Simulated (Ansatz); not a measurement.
C2H4B2, SMILES BC1=CB1, an atomisation energy

Program: Ansatz 0.2.0, Python API.

At the Python prompt:
```pycon
>>> from collections import Counter
>>> import ansatz
>>> def energy(molecule, charge=0, unpaired=0):
...     calc = (
...         molecule.calculation()
...         .basis(gaussian="def2-SVPD")  # the orbital basis, by name
...         .functional("hf")
...     )
...     if charge:
...         calc = calc.charge(charge)
...     if unpaired:
...         calc = calc.spin("collinear", total=unpaired)
...     report = calc.run(threads=1, backend="cpu").report
...     if report["published_state_doubts"]:
...         print("  doubts:", report["published_state_doubts"])
...     return report["free_energy_ev"]
...
>>> GEOMETRY = """
... B    -0.52780    1.42860   -0.11100
... C    -0.00750    0.02590    0.00410
... C     0.95410   -0.84010    0.48880
... B    -0.04280   -1.41400   -0.31890
... H    -0.01630    2.36980    0.37630
... H    -1.56760    1.67940   -0.73760
... H     1.92500   -0.98550    1.07550
... H    -0.62490   -2.32120   -0.83300
... """
>>> c2h4b2 = ansatz.Crystal.molecule()
>>> for line in GEOMETRY.strip().splitlines():
...     symbol, *xyz = line.split()
...     c2h4b2 = c2h4b2.atom(symbol, [float(v) for v in xyz])
...
>>> # Hund ground states
>>> unpaired = {"B": 1, "C": 2, "H": 1}
>>> counts = Counter(site.symbol for site in c2h4b2.cartesian_sites)
>>> atom_energy = {s: energy(ansatz.Crystal.molecule().atom(s, (0, 0, 0)), 0, unpaired[s]) for s in counts}
>>> whole = energy(c2h4b2, 0, 0)
>>> for s, e in atom_energy.items():
...     print(f"{s:2s} x{counts[s]}  {e:14.5f} eV")
...
B  x2      -666.71767 eV
C  x2     -1024.40679 eV
H  x4       -13.58606 eV
>>> print(f"C2H4B2: {whole:.5f} eV")
C2H4B2: -3462.57437 eV
>>> split = sum(counts[s] * e for s, e in atom_energy.items()) - whole
>>> print(f"atomisation energy (no zero-point term): {split:.3f} eV, {split / sum(counts.values()):.3f} eV an atom")
atomisation energy (no zero-point term): 25.981 eV, 3.248 eV an atom
```

25.981 eV from the electronic energies, without the zero-point term.

The settings weren't tested for convergence. The geometry is a force-field or estimated start, not a minimum of this method, and the basis set is short of its limit. All parts are taken at fixed geometry, without zero-point energy. Hartree-Fock leaves correlation out, so bond, atomisation and ionisation energies come out well too low. Wall time of the script: 1.2 s on 1 thread of Arm Neoverse V1 (shared host), peak memory 0.2 GiB.
